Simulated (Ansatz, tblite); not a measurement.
# Zr2(Cl)8: rung by rung

How do method and basis change the picture of Zr2(Cl)8 (singlet)?

Computed with Ansatz 0.2.0, Gaussian basis. Level: as each input shows.

Levels to be run: GFN1-xTB, GFN2-xTB, PBE-D4/def2-TZVP, r2SCAN-D4/def2-TZVP, B3LYP-D4/def2-TZVP, BLYP-D4/def2-TZVP, BHLYP-D4/def2-TZVP, PBE-D4/def2-SVP, PBE0-D4/def2-SVP, CCSD(T)/def2-TZVP, RPA/def2-TZVP.

1 further run of the same task is left out (set aside as unsound or not needed).

## (1) The geometry

The singlet was relaxed beforehand with r2SCAN-D4/def2-SVP.

10 atoms, charge 0, spin multiplicity 1.

Bond lengths: Zr1–Cl2 2.317 Å, Zr1–Cl3 2.339 Å, Zr1–Cl4 2.328 Å, Zr1–Cl5 2.573 Å, Zr1–Cl7 3.160 Å, Zr1–Cl10 2.781 Å, Cl5–Zr6 2.652 Å, Zr6–Cl7 2.374 Å, Zr6–Cl8 2.339 Å, Zr6–Cl9 2.332 Å, Zr6–Cl10 2.476 Å. Angles: Cl2–Zr1–Cl3 104.2°, Cl2–Zr1–Cl4 103.6°, Cl2–Zr1–Cl5 100.2°, Cl2–Zr1–Cl7 167.0°, Cl2–Zr1–Cl10 94.3°, Cl3–Zr1–Cl4 101.3°, Cl3–Zr1–Cl5 148.0°, Cl3–Zr1–Cl7 81.5°, Cl3–Zr1–Cl10 84.8°, Cl4–Zr1–Cl5 92.5°, Cl4–Zr1–Cl7 86.3°, Cl4–Zr1–Cl10 158.8°, Cl5–Zr1–Cl7 70.7°, Cl5–Zr1–Cl10 73.0°, Cl7–Zr1–Cl10 74.4°, Zr1–Cl5–Zr6 88.0°, Cl5–Zr6–Cl7 83.4°, Cl5–Zr6–Cl8 86.0° and more.

Zr takes a core potential in the def2 sets. No spin-orbit coupling is included.

PBE0-D4/def2-TZVP was run before; its log isn't repeated, and its numbers join the tables.

## (2) GFN1-xTB

Tight binding, by tblite at 300 K electronic temperature and without a spin-polarisation term:

```python
tblite.interface.Calculator('GFN1-xTB', numbers, positions, charge=0, uhf=0).singlepoint()
```

Energy -1016.9872 eV, HOMO -13.65 eV, LUMO -11.38 eV; 0.076 s.

## (3) GFN2-xTB

Tight binding, by tblite at 300 K electronic temperature and without a spin-polarisation term:

```python
tblite.interface.Calculator('GFN2-xTB', numbers, positions, charge=0, uhf=0).singlepoint()
```

Energy -1095.1809 eV, HOMO -12.34 eV, LUMO -10.26 eV; 0.039 s.

## (4) PBE-D4/def2-TZVP

start.molden holds the orbitals of an earlier run on this state, given as this run's starting guess.

The input, in.yaml:

```yaml
crystal:
  periodic: [false, false, false]
  atoms:
    - {symbol: Zr, position_ang: [-1.086006, -0.498972, -1.246836]}
    - {symbol: Cl, position_ang: [-3.343840, -0.026976, -1.469389]}
    - {symbol: Cl, position_ang: [-0.093435, 0.558831, -3.081793]}
    - {symbol: Cl, position_ang: [-0.928728, -2.736149, -1.869808]}
    - {symbol: Cl, position_ang: [-0.985075, -1.070774, 1.259366]}
    - {symbol: Zr, position_ang: [1.102893, 0.552676, 1.450928]}
    - {symbol: Cl, position_ang: [1.933882, -0.748701, -0.352109]}
    - {symbol: Cl, position_ang: [1.288639, -0.211790, 3.653645]}
    - {symbol: Cl, position_ang: [2.621476, 2.319067, 1.551447]}
    - {symbol: Cl, position_ang: [-0.509816, 1.862767, 0.104560]}
basis:
  gaussian: {orbitals: def2-TZVP, initial_orbitals: start.molden}
hamiltonian: {xc: pbe, dispersion: d4}
scf: {omitted_lower_state_checks: [starts]}
output: {orbitals: {seedname: orbitals}}
```

Run with:

```bash
ansatz run in.yaml --threads 2 --pin off --events-out ev --progress --plain --max-ram 32768MiB --backend cuda --devices 0, --max-vram 18GiB
```

After this run come: r2SCAN-D4/def2-TZVP; B3LYP-D4/def2-TZVP; BLYP-D4/def2-TZVP; BHLYP-D4/def2-TZVP; PBE-D4/def2-SVP; PBE0-D4/def2-SVP; CCSD(T)/def2-TZVP; RPA/def2-TZVP.

Before running them: what should the planned runs give, taken together? Wanted: gap in def2-TZVP, named functionals, smallest and largest; correlation energy, CCSD(T)/def2-TZVP; binding an atom, CCSD(T)/def2-TZVP; PBE0 total energy, smallest basis above largest.

The runs gave:

| quantity | value |
| --- | --- |
| gap in def2-TZVP, named functionals, smallest and largest | 3.62 eV (BLYP-D4), 7.72 eV (BHLYP-D4) |
| correlation energy, CCSD(T)/def2-TZVP | -63.03 eV |
| binding an atom, CCSD(T)/def2-TZVP | 4.010 eV |
| PBE0 total energy, smallest basis above largest | 34.38 eV (def2-SVP, def2-TZVP) |

**Reading.** Over the named functionals in def2-TZVP the gap runs from 3.62 eV (BLYP-D4) to 7.72 eV (BHLYP-D4); exact exchange widens it. The functionals in def2-TZVP miss CCSD(T)/def2-TZVP by -0.100 (BHLYP-D4) to +0.140 eV (PBE0-D4) an atom. The reference is CCSD(T) in one finite basis, so it carries an error of its own, often a tenth of an eV or more, and near misses can't be ranked.
